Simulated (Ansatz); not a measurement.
# C2H6NSi: the cost of one run

Program: Ansatz 0.2.0. Level of theory: RKS PBE-D4/def2-SVP. These are calculated values, not measurements.

## Step 1: Starting point

Bond lengths: C1–C2 1.399 Å, C2–N3 1.151 Å, N3–Si4 1.819 Å, C1–H5 1.093 Å, C1–H6 1.093 Å, C1–H7 1.093 Å, Si4–H8 1.455 Å, Si4–H9 1.455 Å, Si4–H10 1.455 Å. Angles: C1–C2–N3 179.8°, C2–C1–H5 109.9°, C2–C1–H6 110.0°, C2–C1–H7 110.0°, H5–C1–H6 109.0°, H5–C1–H7 109.0°, H6–C1–H7 109.0°, C2–N3–Si4 179.8°, N3–Si4–H8 99.5°, N3–Si4–H9 99.3°, N3–Si4–H10 99.2°, H8–Si4–H9 117.4°, H8–Si4–H10 117.4°, H9–Si4–H10 117.4°.

As a file:

```xyz
10

C    -0.5252    1.7829   -0.9793
C    -0.1761    0.5946   -0.3291
N     0.1143   -0.3805    0.2083
Si    0.5661   -1.9244    1.0570
H     0.0256    2.6210   -0.5442
H    -1.5973    1.9672   -0.8708
H    -0.2827    1.7122   -2.0432
H    -0.3263   -2.8454    0.3696
H     0.2230   -1.5512    2.4205
H     1.9784   -1.9764    0.7112
```

## Step 2: End point A

input.yaml reads:

```yaml
crystal:
  periodic: [false, false, false]
  atoms:
    - { symbol: C, position_ang: [-0.52516, 1.78291, -0.97931] }
    - { symbol: C, position_ang: [-0.17607, 0.59455, -0.32914] }
    - { symbol: "N", position_ang: [0.11434, -0.38053, 0.20832] }
    - { symbol: Si, position_ang: [0.56614, -1.92442, 1.05701] }
    - { symbol: H, position_ang: [0.02556, 2.62098, -0.54424] }
    - { symbol: H, position_ang: [-1.59731, 1.9672, -0.87078] }
    - { symbol: H, position_ang: [-0.2827, 1.71223, -2.0432] }
    - { symbol: H, position_ang: [-0.32626, -2.84536, 0.36961] }
    - { symbol: H, position_ang: [0.22303, -1.55118, 2.42051] }
    - { symbol: H, position_ang: [1.97844, -1.97637, 0.71121] }
total_charge: 1
basis:
  gaussian: { orbitals: def2-SVP }
hamiltonian:
  xc: pbe
  dispersion: d4
relax:
  f_tol: 0.02
  max_steps: 50
output:
  orbitals: {}
```

Command:

```console
$ ansatz run input.yaml --threads 2 --pin off --max-ram 3072MiB --backend cpu --events-out ev --progress --plain --runs-dir out
```

Q: Estimate wall time and peak memory on 2 threads of Intel Xeon Platinum 8488C (Sapphire Rapids), shared host.

About 5.1 s, with a peak of 0.14 GiB.
